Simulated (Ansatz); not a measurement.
# Na2AgSbF6: the cost of one run

Computed with Ansatz 0.2.0, driven from Python. Level of theory: DFT PBE, plane waves, PAW.

**1. The structure**

The structure is cubic, space group Fm-3m (No. 225). Conventional cell: a = 9.143 Å, b = 9.143 Å, c = 9.143 Å, α = 90.00°, β = 90.00°, γ = 90.00°. Around Na (site symmetry -43m) lie 12 F at 3.23 Å. Ag (site symmetry m-3m) has 6 F at 2.40 Å as nearest neighbours. Sb (site symmetry m-3m) has 6 F at 2.17 Å as nearest neighbours. F (site symmetry 4mm) is surrounded by 1 Sb at 2.17 Å and 1 Ag at 2.40 Å.

No structure file is read: the coordinates are typed or built in the script.

**2. The code**

File vcrelax_na2agsbf6.py:

```python
"""Relax cell and ions of Na2AgSbF6."""

import json
import warnings

import ansatz as az
from ase import Atoms
from ase.neighborlist import neighbor_list
import matplotlib.pyplot as plt
import numpy as np

SETTINGS = {
    "xc": "pbe",
    "filling": "Fixed",
    "force_tol": 0.05,
}

def edges_and_angles(cell):
    cell = np.asarray(cell)
    a, b, c = np.linalg.norm(cell, axis=1)
    cosines = cell[1] @ cell[2] / (b * c), cell[0] @ cell[2] / (a * c), cell[0] @ cell[1] / (a * b)
    return (a, b, c, *np.degrees(np.arccos(cosines)))

warnings.simplefilter("ignore", az.DeckWarning)

xtal = (
    az.Lattice.fcc(9.142628)
    .space_group(225)
    .atom("Na", [0.25, 0.25, 0.75])
    .atom("Ag", [0.5, 0.0, 0.0])
    .atom("Sb", [0.0, 0.0, 0.0])
    .atom("F", [0.237845, 0.0, 0.0])
    .primitive()
)

# a pressure is positive in compression
setup = (
    xtal.calculation()
    .kpoints(3)
    .functional(SETTINGS["xc"])
    .occupations(SETTINGS["filling"])
    .relax(force_tolerance=SETTINGS["force_tol"], pressure=-2, stress_tolerance=0.1)
)
outcome = setup.run(threads=1, backend="cpu", events_out="events.ndjson")
with open("events.ndjson") as stream:
    events = [json.loads(line) for line in stream]
steps = [e["data"] for e in events if e["event"] == "relax_step"]
rep = outcome.report
print("step   energy (eV)     max comp. (eV/A)   P (GPa)  SCF")
for s in steps:
    print(f"{s['step']:4d} {s['lagrangian_ev']:15.5f} {s['allowed_force_max_ev_ang']:12.4f} {s['pressure_gpa']:10.3f} {s['n_scf']:5d}")

first, last = steps[0], steps[-1]
symbols = [site.symbol for site in outcome.lattice.sites]
print(f"energy gained {first['lagrangian_ev'] - last['lagrangian_ev']:.4f} eV in {len(steps) - 1} steps")
for label, vectors in (("before", first["cell_ang"]), ("after", outcome.lattice.cell_ang)):
    print(label, "a b c (A) {:.4f} {:.4f} {:.4f}  angles {:.2f} {:.2f} {:.2f}".format(*edges_and_angles(vectors)), f" V = {abs(np.linalg.det(vectors)):.3f} A^3")
print("final stress xx yy zz (GPa, compression positive):", np.round(np.diag(rep["stress_gpa"]), 3) + 0.0)

final = Atoms(symbols, positions=last["positions_ang"], cell=outcome.lattice.cell_ang, pbc=True)
i, j, d = neighbor_list("ijd", final, 4.5)
print("neighbours within 1.2 times the shortest distance of each atom (A)")
for atom in range(len(final)):
    near = [m for m in np.argsort(d) if i[m] == atom]
    shell = [m for m in near if d[m] < 1.2 * d[near[0]]]
    print(f"{symbols[atom]}{atom} ({len(shell)}):", ", ".join(f"{symbols[j[m]]} {d[m]:.3f}" for m in shell))

fig, (top, bottom) = plt.subplots(2, 1, sharex=True, figsize=(4.5, 4))
top.plot([s["lagrangian_ev"] - last["lagrangian_ev"] for s in steps], "o-")
top.set_ylabel("E - E(final) (eV)")
bottom.semilogy([max(s["allowed_force_max_ev_ang"], 1e-6) for s in steps], "s-")
bottom.set(xlabel="step", ylabel="largest force (eV/A)")
fig.tight_layout()
fig.savefig("relax.png", dpi=100)

print("%-22s %14.5f eV" % ("F = E - TS", rep["free_energy_ev"]))
print("%-22s %14.5f eV" % ("E", rep["internal_energy_ev"]))
print("%-22s %14.5f eV" % ("Harris-Foulkes", rep["harris_foulkes_ev"]))
print("%-22s %14.5f eV" % ("Fermi level", rep["fermi_energy_ev"]))

terms = rep["components"]
print({name: round(terms[name], 3) for name in ("e_kinetic", "e_hartree", "e_xc", "e_local", "e_nonlocal")})
```

**3. The run**

Run with:

```console
$ python vcrelax_na2agsbf6.py
```

**Question.** How long does this script take on 1 thread of Intel Xeon Platinum 8375C at 2.90GHz (Ice Lake), shared host, and how much memory does it need?

About 16 s, with a peak of 0.62 GiB.
